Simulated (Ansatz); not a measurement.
# CH4FIn: the cost of one run

Method: RKS PBE/def2-SVP, in Ansatz 0.2.0.

### Step 1. The structure to begin with

Bond lengths: In1–F2 2.360 Å, H3–C4 1.214 Å, C4–H5 1.099 Å, C4–H6 1.088 Å, C4–H7 1.097 Å. Angles: H3–C4–H5 115.8°, H3–C4–H6 105.6°, H3–C4–H7 113.5°, H5–C4–H6 106.5°, H5–C4–H7 107.9°, H6–C4–H7 106.9°.

Coordinates:

```xyz
7

In   -1.5115   -1.2399   -0.9995
F     0.8463   -1.2886   -1.0770
H     0.4976   -0.3900   -0.3181
C     0.1067    0.4987    0.4115
H    -0.5558    0.1873    1.2311
H     1.0003    0.9114    0.8757
H    -0.3837    1.3212   -0.1236
```

### Step 2. Pulling towards end A

Springs on the bonds that form and break draw the guess towards this end; the thresholds are loose.

The input, input.yaml:

```yaml
crystal:
  periodic: [false, false, false]
  atoms:
    - { symbol: In, position_ang: [-1.5115, -1.2399, -0.9995] }
    - { symbol: F, position_ang: [0.8463, -1.2886, -1.077] }
    - { symbol: H, position_ang: [0.4976, -0.39, -0.3181] }
    - { symbol: C, position_ang: [0.1067, 0.4987, 0.4115] }
    - { symbol: H, position_ang: [-0.5558, 0.1873, 1.2311] }
    - { symbol: H, position_ang: [1.0003, 0.9114, 0.8757] }
    - { symbol: H, position_ang: [-0.3837, 1.3212, -0.1236] }
basis:
  gaussian: { orbitals: def2-SVP }
hamiltonian:
  xc: pbe
relax:
  f_tol: 0.15
  max_steps: 25
  restrain:
    - { distance: [2, 1], at: 2.18, k: 30.0 }
    - { distance: [0, 1], at: 1.99, k: 30.0 }
    - { distance: [0, 2], at: 1.73, k: 30.0 }
output:
  orbitals: {}
```

Run with:

```bash
$ ansatz run input.yaml --threads 2 --pin off --max-ram 3072MiB --backend cpu --events-out ev --progress --plain --runs-dir out
```

Q: Estimate wall time and peak memory on 2 threads of Intel Xeon Platinum 8259CL at 2.50GHz (Skylake/Cascade Lake), shared host.

About 12 s, with a peak of 0.16 GiB.
